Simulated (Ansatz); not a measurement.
# PbTe2: a single-point run

Aim: a sound single-point run of PbTe2. The structure is shown as the input types it. The cell is built on a prototype (CdCl2 type) and needn't be the phase found in nature.

Program: Ansatz 0.2.0. Level of theory: density functional or hybrid calculation with the settings of its input, plane waves. These are calculated values, not measurements.

2 further runs of the same task are left out: 2 that didn't finish.

## (1) Starting point

The structure is trigonal, space group R-3m (No. 166). The conventional cell has a = 4.254 Å, b = 4.254 Å, c = 18.793 Å, α = 90.00°, β = 90.00°, γ = 120.00°. Pb (site symmetry -3m) has 6 Te at 3.13 Å as nearest neighbours. Te (site symmetry 3m) has 3 Pb at 3.13 Å and 3 Te at 3.41 Å as nearest neighbours.

Structure file:

```cif
data_structure
_symmetry_space_group_name_H-M 'P 1'
_symmetry_Int_Tables_number 1
_cell_length_a 6.7285
_cell_length_b 6.7285
_cell_length_c 6.7285
_cell_angle_alpha 36.857
_cell_angle_beta 36.857
_cell_angle_gamma 36.857
_cell_volume 98.17
loop_
_atom_site_label
_atom_site_type_symbol
_atom_site_fract_x
_atom_site_fract_y
_atom_site_fract_z
_atom_site_occupancy
Pb1 Pb 0.00000 0.00000 0.00000 1
Te1 Te 0.22975 0.22975 0.22975 1
Te2 Te 0.77025 0.77025 0.77025 1
```

## (2) The calculation

The input, input.yaml:

```yaml
crystal:
  lattice:
    - [2.1269962718, 1.2280218701, 6.2642067492]
    - [-2.1269962718, 1.2280218701, 6.2642067492]
    - [0.0, -2.4560437402, 6.2642067492]
  atoms:
    - { symbol: Pb, position: [0.0, 0.0, 0.0] }
    - { symbol: Te, position: [0.2297518145, 0.2297518145, 0.2297518145] }
    - { symbol: Te, position: [0.7702481855, 0.7702481855, 0.7702481855] }
kpoints:
  mp_grid: { grid: [6, 6, 6] }
hamiltonian:
  xc: pbesol
scf:
  occupations: { method: methfessel_paxton, width: 1.5 }
  n_extra_bands: 4
output:
  forces: true
  stress: true
  eigenvalues: true
```

Run with:

```bash
> ansatz run input.yaml --threads 4 --pin off --max-ram 3686MiB --backend cpu --events-out ev --progress --plain --runs-dir out
```

Q: Will this input give a usable result? If not, why, and what should change?

The program finished normally. That alone doesn't make the input a sound one.

The suspect setting: scf.occupations.width is 1.5. The width is far wider than usual, so occupations near the Fermi level are blurred and the entropy term grows.

Run again and compare: set scf.occupations.width to 0.2.
